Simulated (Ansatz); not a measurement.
# Au (fcc): the cost of one run

Computed with Ansatz 0.2.0 (DFT LDA, scalar-relativistic, plane waves, PAW, unless a step's input says otherwise).

### Step 1. The starting structure

Symmetry: Fm-3m, No. 225, cubic system. The conventional cell has a = 4.118 Å, b = 4.118 Å, c = 4.118 Å, α = 90.00°, β = 90.00°, γ = 90.00°. Au (site symmetry m-3m) is surrounded by 12 Au at 2.91 Å.

Structure file:

```cif
data_structure
_symmetry_space_group_name_H-M 'P 1'
_symmetry_Int_Tables_number 1
_cell_length_a 2.9121
_cell_length_b 2.9121
_cell_length_c 2.9121
_cell_angle_alpha 60.000
_cell_angle_beta 60.000
_cell_angle_gamma 60.000
_cell_volume 17.46
loop_
_atom_site_label
_atom_site_type_symbol
_atom_site_fract_x
_atom_site_fract_y
_atom_site_fract_z
_atom_site_occupancy
Au1 Au 0.00000 0.00000 0.00000 1
```

### Step 2. Volume × 1.03

input.yaml

```yaml
crystal:
  lattice:
    - [0.0, 2.0591894318, 2.0591894318]
    - [2.0591894318, 0.0, 2.0591894318]
    - [2.0591894318, 2.0591894318, 0.0]
  atoms:
    - { symbol: Au, position: [0.0, 0.0, 0.0] }
scf:
  occupations: { method: gaussian, width: 0.05 }
output:
  forces: true
  stress: true
  eigenvalues: true
  write_density: true
  write_potential: true
  elf: true
  volumetric_format: npy
hamiltonian:
  xc: lda
basis:
  ecutwfc: 450
kpoints:
  mp_grid: { grid: [22, 22, 22] }
```

The run is started by

```console
> ansatz run input.yaml --threads 1 --pin off --max-ram 2867MiB --backend cpu --events-out ev --progress --plain --runs-dir out
```

Q: Estimate wall time and peak memory on 1 thread of Intel Xeon at 2.30GHz, shared host.

About 4.8 s, with a peak of 0.42 GiB.
